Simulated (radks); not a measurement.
**Pr⁺ in [Xe] 4f3 6s1: an all-electron calculation**

Wanted: eigenvalues, radial structure and energy terms of the praseodymium ion Pr+.

Program: radks (a radial shooting solver on a logarithmic mesh, Libxc functionals) version 1. Level of theory: Dirac Kohn-Sham, PBE, spin-unpolarised, spherical densities, finite nucleus; open shells fill j = l - 1/2 first. These are calculated values, not measurements, unless marked.

**1. What is computed**

| Quantity | Value |
| --- | --- |
| element | praseodymium (Z = 59) |
| charge | +1 |
| electrons | 58 |
| configuration | [Xe] 4f3 6s1 |
| nuclear rms radius | 4.8919 fm |

**2. Self-consistent calculation**

Settings of this run:

```text
Z 59
configuration [Xe] 4f3 6s1 5d0 6p0
relativity Dirac
functional pbe,pbe
spin unpolarised
j_filling energy
nucleus finite rms 4.8919 fm
c 137.035999084
```

Run with:

```sh
$ python run_ks.py task.json out
```

All runs below come from this command, one after another.

**Question.** What will this run give?

**Answer**, as computed:

| quantity | value |
| --- | --- |
| total energy | -9241.9527 hartree |
| exchange-correlation share of it | 2.34 % |
| −T/E | 1.0755 |
| highest occupied level | 4f5/2, -7.119 eV |
| most extended occupied level | 6s1/2, <r> = 4.08 bohr |
| radius at density 0.001 e/bohr³ | 4.63 bohr |
| maxima of the radial density | 4 |
| ionisation energy, NIST | 10.63 (semi-emp.) eV |

What this shows: 6 principal shells are occupied and 4 maxima appear in the radial density; where shells overlap, one shows as a shoulder or not at all. −T/E is 1.075: with relativity the kinetic term as defined here no longer equals −E. The top level binds by 7.119 eV, 67 % of the NIST ionisation energy of 10.63 eV; the potential of a semilocal functional falls off too fast, so its top eigenvalue is too shallow. Spin polarisation and multiplet splitting are left out.
